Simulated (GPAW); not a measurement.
Co3Ir:

```
Ir Co
1.0
     3.58256    0.00000    0.00000
     0.00000    3.58256    0.00000
     0.00000    0.00000    3.58256
Ir Co
1 3
Direct
  0.00000 0.00000 0.00000
  0.50000 0.50000 0.00000
  0.50000 0.00000 0.50000
  0.00000 0.50000 0.50000
```

The cell comes from a database or a generator and needn't be the stable form of this composition.

Program: GPAW 26.7.0. Alike in all runs: spin collinear, ferromagnetic start; cell as given; cutoff (eV) 600; smearing fermi-dirac 0.05 eV.

**Question.** Order these runs on this cell by their pressure, lowest first.
A. level LDA; potentials or basis the program's PAW data sets (release 1.2.1) made for this functional, pw; k mesh 6 × 6 × 6; band path GXMGRX,MR; band points 60
B. level PBEsol; potentials or basis PAW data sets generated in the run's folder for this functional, pw; k mesh 8 × 8 × 8
C. level PBEsol; potentials or basis PAW data sets generated in the run's folder for this functional, pw; k mesh 6 × 6 × 6; band path GXMGRX,MR; band points 60

**Answer.** A (-15.1 GPa), C (-6.1 GPa), B (-2.9 GPa).
